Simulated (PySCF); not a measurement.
# C₂HGa, a cluster of ions: interaction energy

One table from this session's results is given with a row withheld; the runs are named, their logs left out.

Programs: PySCF 2.14.0. All values are calculated, for the isolated system unless a continuum is named. Atoms count from 0, parts from 1.

## The system as given

4 atoms, charge 0, multiplicity 1; geometry: GFN2-xTB. Parts: 1 = atom 0, `[Ga+]`, charge 1; 2 = atoms 1–3, `[C-]#C`, charge -1.

The first run:

What the job is given:

```
{"job": {"xc": "PBE0", "basis": "def2-SVPD", "d3": "d3bj", "grid": 2, "kind": "geom"}, "charge": 0, "multiplicity": 1, "parts": [{"atoms": "0-0", "charge": 1, "multiplicity": 1}, {"atoms": "1-3", "charge": -1, "multiplicity": 1}]}
Ga    -0.005463    -0.267363     0.407772
C      0.119457    -3.560004     0.615981
C      0.073547    -2.348346     0.537859
H      0.159510    -4.616161     0.683126
```

Run with:

```console
OMP_NUM_THREADS=1 python cluster_run.py task.json out
```

This one command runs all jobs of the session in turn.

Among the steps run: Relaxing the molecule at PBE0-D3(BJ)/def2-SVPD; Coupled-cluster interaction energy: CCSD(T) and MP2.

One table of the session follows, with a row left open; its other results are not shown here.

It belongs to the step «Coupled-cluster interaction energy: CCSD(T) and MP2». 

| method | interaction energy (kcal/mol) |
| --- | --- |
| HF/aug-cc-pVDZ | -169.76 |
| MP2/aug-cc-pVDZ | -175.64 |
| CCSD/aug-cc-pVDZ | -173.02 |
| CCSD(T)/aug-cc-pVDZ | -173.78 |
| HF/aug-cc-pVTZ | -171.68 |
| MP2/aug-cc-pVTZ | -180.42 |
| SCS-MP2/aug-cc-pVTZ | -178.27 |
| MP2, extrapolated | -181.62 |
| CCSD(T), limit estimate | ? |

Estimate the missing values for CCSD(T), limit estimate.

The run gave: interaction energy (kcal/mol): -179.77. In the column «interaction energy (kcal/mol)» it lies between MP2/aug-cc-pVTZ (-180.42) and SCS-MP2/aug-cc-pVTZ (-178.27).

Limits of these values: The interaction energy leaves out the deformation of the parts, 0.73 kcal/mol (MP2); added to the CCSD(T) estimate it gives a binding of about -179.0 kcal/mol.
